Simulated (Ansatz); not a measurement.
**C₃H₉ClS₃Ti: one species, many methods**

The task here is to estimate one member of a computed series from the others.

Method: functionals in def2-TZVPP, the program's frozen cores in correlated methods; program: Ansatz 0.2.0, Gaussian basis.

Plan: LDA (SPW92), PBE-D4, revPBE-D4, BLYP-D4, r2SCAN-D4, B97M-V, PBE0-D4, B3LYP-D4, r2SCANh-D4, r2SCAN0-D4, HSE06-D4, BHLYP-D4, CAM-B3LYP-D4, LC-ωPBE, ωB97X-V, ωB97M-V, B2PLYP, PBE-QIDH; CCSD(T)/def2-SVP; CCSD(T)/def2-TZVPP; MP2/def2-QZVPP; extrapolation to the limit; RPA on PBE.

## Structure used throughout

An earlier PBE0-D4 in a triple-zeta def2 set relaxation fixed the geometry.

SMILES `C[S][Ti]([Cl])([S]C)[S]C`, 17 atoms, charge 0, spin multiplicity 1.

Atoms are counted from 1 here; the program's logs count them from 0.

Bond lengths: C1–S2 1.816 Å, C1–H9 1.088 Å, C1–H10 1.088 Å, C1–H11 1.090 Å, S2–Ti3 2.270 Å, Ti3–Cl4 2.197 Å, Ti3–S5 2.250 Å, Ti3–S7 2.253 Å, S5–C6 1.824 Å, C6–H12 1.090 Å, C6–H13 1.092 Å, C6–H14 1.089 Å, S7–C8 1.817 Å, C8–H15 1.089 Å, C8–H16 1.090 Å, C8–H17 1.089 Å. Angles: S2–C1–H9 110.3°, S2–C1–H10 110.9°, S2–C1–H11 107.3°, H9–C1–H10 109.4°, H9–C1–H11 109.8°, H10–C1–H11 109.2°, C1–S2–Ti3 107.9°, S2–Ti3–Cl4 110.6°, S2–Ti3–S5 106.9°, S2–Ti3–S7 110.3°, Cl4–Ti3–S5 113.4°, Cl4–Ti3–S7 112.3°, S5–Ti3–S7 103.0°, Ti3–S5–C6 97.0°, S5–C6–H12 108.0°, S5–C6–H13 112.1°, S5–C6–H14 109.2°, H12–C6–H13 108.6° and more.

The first run:

File in.yaml:

```yaml
crystal:
  periodic: [false, false, false]
  atoms:
    - {symbol: C, position_ang: [-0.761845, 1.881158, -0.363977]}
    - {symbol: S, position_ang: [-1.194692, 0.870624, 1.081582]}
    - {symbol: Ti, position_ang: [-0.011792, -1.063638, 0.961831]}
    - {symbol: Cl, position_ang: [0.337883, -1.882022, 2.970946]}
    - {symbol: S, position_ang: [1.885681, -0.601850, -0.155864]}
    - {symbol: C, position_ang: [2.630786, 0.479729, 1.109419]}
    - {symbol: S, position_ang: [-1.053245, -2.534068, -0.390987]}
    - {symbol: C, position_ang: [-1.912054, -1.523469, -1.632523]}
    - {symbol: H, position_ang: [0.303256, 2.105107, -0.363596]}
    - {symbol: H, position_ang: [-1.022479, 1.367827, -1.287687]}
    - {symbol: H, position_ang: [-1.334135, 2.806251, -0.294921]}
    - {symbol: H, position_ang: [3.133299, 1.300069, 0.596841]}
    - {symbol: H, position_ang: [1.882350, 0.897197, 1.785799]}
    - {symbol: H, position_ang: [3.356722, -0.091410, 1.685909]}
    - {symbol: H, position_ang: [-2.670167, -0.906826, -1.152756]}
    - {symbol: H, position_ang: [-2.384342, -2.208384, -2.336380]}
    - {symbol: H, position_ang: [-1.204126, -0.896593, -2.173434]}
basis:
  gaussian: {orbitals: def2-TZVPP}
hamiltonian: {xc: lda}
output: {orbitals: {seedname: orbitals}}
```

Command:

```console
ansatz run in.yaml --threads 4 --pin off --events-out ev --progress --plain --max-ram 66560MiB --backend cuda --devices 0, --max-vram 37GiB
```

Steps of the session up to this table: LDA; PBE-D4 (GGA); revPBE-D4 (GGA); BLYP-D4 (GGA); r2SCAN-D4 (meta-GGA); B97M-V (meta-GGA); PBE0-D4 (hybrid); B3LYP-D4 (hybrid); r2SCANh-D4 (hybrid); r2SCAN0-D4 (hybrid); HSE06-D4 (hybrid); BHLYP-D4 (hybrid); CAM-B3LYP-D4 (range-separated); LC-ωPBE (range-separated); ωB97X-V (range-separated); ωB97M-V (range-separated); B2PLYP (double hybrid); PBE-QIDH (double hybrid).

One of the session's tables, all rows but one given; the rest of the session is left out.

It belongs to the step «Orbital energies across the functionals». 

```
  functional  HOMO (eV)  LUMO (eV)  gap (eV)
 LDA (SPW92)      -6.20      -3.76      2.45
      PBE-D4      -6.07      -3.55      2.51
   revPBE-D4      -6.01      -3.48      2.53
     BLYP-D4      -5.90      -3.40      2.49
   r2SCAN-D4      -6.31      -3.51      2.81
      B97M-V      -6.40      -3.50      2.90
     PBE0-D4      -7.19      -2.71      4.47
    B3LYP-D4      -6.96      -2.91      4.05
  r2SCANh-D4      -6.73      -3.18      3.55
  r2SCAN0-D4      -7.35      -2.66      4.69
    HSE06-D4          ?          ?         ?
    BHLYP-D4      -8.17      -1.64      6.54
CAM-B3LYP-D4      -8.43      -1.66      6.77
     LC-ωPBE      -9.77      -0.70      9.07
     ωB97X-V      -9.44      -0.68      8.76
     ωB97M-V      -9.28      -0.66      8.62
```

Estimate the missing values for HSE06-D4.

The run gave: HOMO (eV): -6.79; LUMO (eV): -3.09; gap (eV): 3.71. In the column «HOMO (eV)» it lies between B3LYP-D4 (-6.96) and r2SCANh-D4 (-6.73).
